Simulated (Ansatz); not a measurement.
# H₄InNS₂: a ladder of functionals and wavefunction methods

The task here is to estimate one member of a computed series from the others.

Program: Ansatz 0.2.0, Gaussian basis. Level of theory: functionals in def2-TZVPP, the program's frozen cores in correlated methods. These are calculated values, not measurements.

The runs, in order: LDA (SPW92), PBE-D4, revPBE-D4, BLYP-D4, r2SCAN-D4, B97M-V, PBE0-D4, B3LYP-D4, r2SCANh-D4, r2SCAN0-D4, HSE06-D4, BHLYP-D4, CAM-B3LYP-D4, LC-ωPBE, ωB97X-V, ωB97M-V, B2PLYP, PBE-QIDH; CCSD(T)/def2-SVP; CCSD(T)/def2-TZVPP; MP2/def2-QZVPP; extrapolation to the limit; RPA on PBE.

1 further run of the same task is left out (for a known fault of the program).

### The geometry

The geometry comes from an earlier relaxation with PBE0-D4 in a triple-zeta def2 set; it is a stationary point, not always the lowest conformer. In takes the def2 core potential; no spin-orbit term is included.

8 atoms, charge 0, spin multiplicity 1.

Atoms are counted from 1 here; the program's logs count them from 0.

Bond lengths: N1–In2 2.012 Å, N1–H5 1.010 Å, N1–H6 1.010 Å, In2–S3 2.381 Å, In2–S4 2.381 Å, S3–H7 1.343 Å, S4–H8 1.343 Å. Angles: In2–N1–H5 116.8°, In2–N1–H6 116.8°, H5–N1–H6 109.2°, N1–In2–S3 119.1°, N1–In2–S4 119.1°, S3–In2–S4 121.6°, In2–S3–H7 93.6°, In2–S4–H8 93.6°.

Set-up of the first run:

in.yaml reads:

```yaml
crystal:
  periodic: [false, false, false]
  atoms:
    - {symbol: N, position_ang: [-0.957585, 1.754393, -0.323139]}
    - {symbol: In, position_ang: [-0.002054, 0.018046, 0.023160]}
    - {symbol: S, position_ang: [2.363723, -0.070151, -0.228677]}
    - {symbol: S, position_ang: [-1.238342, -1.836460, 0.860103]}
    - {symbol: H, position_ang: [-1.943587, 1.697781, -0.533220]}
    - {symbol: H, position_ang: [-0.516723, 2.396581, -0.965618]}
    - {symbol: H, position_ang: [2.446022, -1.344126, 0.187938]}
    - {symbol: H, position_ang: [-0.151445, -2.616064, 0.979443]}
basis:
  gaussian: {orbitals: def2-TZVPP}
hamiltonian: {xc: lda}
output: {orbitals: {seedname: orbitals}}
```

Command:

```sh
$ ansatz run in.yaml --threads 4 --pin off --events-out ev --progress --plain --max-ram 10444MiB
```

Among the steps run: LDA; PBE-D4 (GGA); revPBE-D4 (GGA); BLYP-D4 (GGA); r2SCAN-D4 (meta-GGA); B97M-V (meta-GGA); B3LYP-D4 (hybrid); r2SCANh-D4 (hybrid); r2SCAN0-D4 (hybrid); HSE06-D4 (hybrid); BHLYP-D4 (hybrid); CAM-B3LYP-D4 (range-separated); LC-ωPBE (range-separated); ωB97X-V (range-separated); ωB97M-V (range-separated); B2PLYP (double hybrid); PBE-QIDH (double hybrid).

One table of the session follows, with a row left open; its other results are not shown here.

It belongs to the step «Orbital energies across the functionals». 

| functional | HOMO (eV) | LUMO (eV) | gap (eV) |
| --- | --- | --- | --- |
| LDA (SPW92) | -6.20 | -2.47 | 3.73 |
| PBE-D4 | -6.02 | -2.20 | 3.82 |
| revPBE-D4 | -5.96 | -2.09 | 3.87 |
| BLYP-D4 | ? | ? | ? |
| r2SCAN-D4 | -6.31 | -1.97 | 4.34 |
| B97M-V | -6.35 | -2.02 | 4.33 |
| PBE0-D4 | -7.36 | -1.35 | 6.01 |
| B3LYP-D4 | -7.10 | -1.65 | 5.45 |
| r2SCANh-D4 | -6.81 | -1.67 | 5.14 |
| r2SCAN0-D4 | -7.56 | -1.22 | 6.34 |
| HSE06-D4 | -6.95 | -1.72 | 5.24 |
| BHLYP-D4 | -8.49 | -0.52 | 7.97 |
| CAM-B3LYP-D4 | -8.73 | -0.43 | 8.31 |
| LC-ωPBE | -10.17 | 0.80 | 10.97 |
| ωB97X-V | -9.77 | 0.64 | 10.41 |
| ωB97M-V | -9.61 | 0.46 | 10.07 |

**Question.** Estimate the row for BLYP-D4.

Worked estimate for «HOMO (eV)». Against the share of exact exchange, B3LYP-D4 (0.2, -7.10), BHLYP-D4 (0.5, -8.49) give a slope of -4.63 per unit share; at 0 the line stands at -6.17.

The run gave: HOMO (eV): -5.87; LUMO (eV): -2.15; gap (eV): 3.72. In «HOMO (eV)» the line misses by -0.30.
